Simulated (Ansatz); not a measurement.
**VWC2: relaxation of cell and atoms with PBEsol+D4**

VWC2:

```xyz
4
Lattice="1.5170 0.8759 4.9339 -1.5170 0.8759 4.9339 0.0000 -1.7517 4.9339" Properties=species:S:1:pos:R:3 pbc="T T T"
W     0.0000    0.0000    0.0000
V     0.0000    0.0000    7.4008
C     0.0000    0.0000    3.6485
C     0.0000    0.0000   11.1532
```

The cell comes from a database or a generator and needn't be the stable form of this composition.

```
Program             : Ansatz 0.2.0
Task                : relaxation of cell and atoms
Functional          : PBEsol
Dispersion          : D4
Potentials or basis : Ansatz PAW
Cutoff              : 420 eV (not typed: the program's choice for these potentials)
k mesh              : 10 × 10 × 10
Occupations         : fermi-dirac, width 0.05 eV
Spin                : collinear spin, ferromagnetic start
Starting moments    : [0.0, 2.0, 0.0, 0.0] μB
```

| Property | Result |
| --- | --- |
| Relaxed volume | 9.42 Å³/atom |
| Relaxed cell | a = 5.155 Å, b = 5.155 Å, c = 5.155 Å, α = 33.75°, β = 33.75°, γ = 33.75° |
| Space group after relaxing (to 0.05 Å) | R-3m (No. 166) |
| Energy gained by relaxing | 19.0 meV/atom |
| Ionic steps | 8 |
| Pressure after relaxing | 0.0 GPa |
| Band gap on the k mesh | none (metal or under the smearing width) |
| Net moment | 0.00 μB per cell |
| Absolute moment | 0.00 μB per cell |

The path:
```csv
step,energy change (eV),largest force (eV/Å),volume (Å³)
1,0.0000,0.0859,39.33
2,-0.0748,0.3002,37.56
3,-0.0785,0.0640,37.73
4,-0.0788,0.0027,37.70
5,-0.0788,0.0001,37.70
6,-0.0758,0.0000,37.70
7,-0.0759,0.0000,37.69
8,-0.0758,0.0001,37.69
```

Final structure:
```yaml
crystal:
  lattice:
    - [1.49667, 0.86410, 4.85686]
    - [-1.49667, 0.86410, 4.85686]
    - [0.00000, -1.72821, 4.85686]
  atoms:
    - { symbol: W, position: [0.00000, 0.00000, 0.00000] }
    - { symbol: V, position: [0.50000, 0.50000, 0.50000] }
    - { symbol: C, position: [0.24615, 0.24615, 0.24615] }
    - { symbol: C, position: [0.75385, 0.75385, 0.75385] }
```

Levels at points of the mesh, in eV from the Fermi level:
Spin up:
| k point | band 14 | band 15 | band 16 | band 17 | band 18 | band 19 | band 20 | band 21 | band 22 | band 23 |
| --- | --- | --- | --- | --- | --- | --- | --- | --- | --- | --- |
| (0.00, 0.00, 0.00) | -1.98 | -1.98 | -1.87 | -0.48 | -0.48 | -0.09 | -0.09 | -0.01 | 1.17 | 1.17 |
| (0.00, 0.00, -0.50) | -4.87 | -4.70 | -3.89 | -0.88 | -0.57 | 0.96 | 1.63 | 2.28 | 3.24 | 3.93 |
| (0.00, -0.50, -0.50) | -5.35 | -4.73 | -1.86 | -1.78 | 0.74 | 0.99 | 1.08 | 1.78 | 2.48 | 3.17 |
| (-0.50, -0.50, -0.50) | -4.88 | -3.88 | -3.88 | -0.61 | -0.61 | -0.39 | -0.39 | 0.67 | 1.28 | 4.22 |
Spin down:
```
              k point  band 16  band 17  band 18  band 19  band 20  band 21
   (0.00, 0.00, 0.00)    -1.87    -0.48    -0.48    -0.09    -0.09    -0.01
  (0.00, 0.00, -0.50)    -3.89    -0.88    -0.57     0.96     1.63     2.28
 (0.00, -0.50, -0.50)    -1.86    -1.78     0.74     0.99     1.08     1.78
(-0.50, -0.50, -0.50)    -3.88    -0.61    -0.61    -0.39    -0.39     0.67
```

It took 42 s on 2 threads of AMD EPYC 7R13 Processor (Zen 3), on a shared host, peak memory 0.56 GiB.

Caveat: the plane-wave basis is chosen anew once the cell has moved, so the energies of steps on either side of that aren't comparable; the pressure holds a Pulay correction of +0.4 GPa for the finite cutoff; pairwise dispersion overbinds metals, which lowers pressure and volume; the PAW data sets come from PBE, with cores solved anew for the run's functional, which leaves a small shift of forces and pressure; the starting moments weren't kept. Spin-orbit coupling is left out, which matters for the levels of W.
